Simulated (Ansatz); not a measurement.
Runs of Ansatz 0.2.0 on B2P. It takes space group R-3m (No. 166, trigonal). Conventional cell: a = 3.030 Å, b = 3.030 Å, c = 11.775 Å, α = 90.00°, β = 90.00°, γ = 120.00°. Around B (site symmetry 3m) lie 1 B at 1.66 Å. P (site symmetry -3m) is surrounded by 6 B at 2.08 Å. The cell was built by a generator and needn't be a form met in nature.

```tsv
level	gap on the mesh (eV)	pressure (GPa)	largest force (eV/Å)
RPBE	none	(c)	(b)
PBEsol	none	-3.2	0.05
revPBE	none	1.8	0.05
BLYP	none	(a)	0.32
LDA	none	-6.2	0.12
```

Alike in all rows: task band structure; potentials or basis Ansatz PAW; no spin polarisation; cell as given; k mesh 10 × 10 × 10; cutoff (eV) 420; smearing fermi-dirac 0.05 eV.

Q: Fill in the values left out.

A: (a) 6.0; (b) 0.04; (c) 2.4.

Caveats: the PAW data sets come from PBE, with cores solved anew for the run's functional, which leaves a small shift of forces and pressure.

A gap of «none» marks a metal or a gap under the smearing width.

Runs at the PBE level aren't shown here.
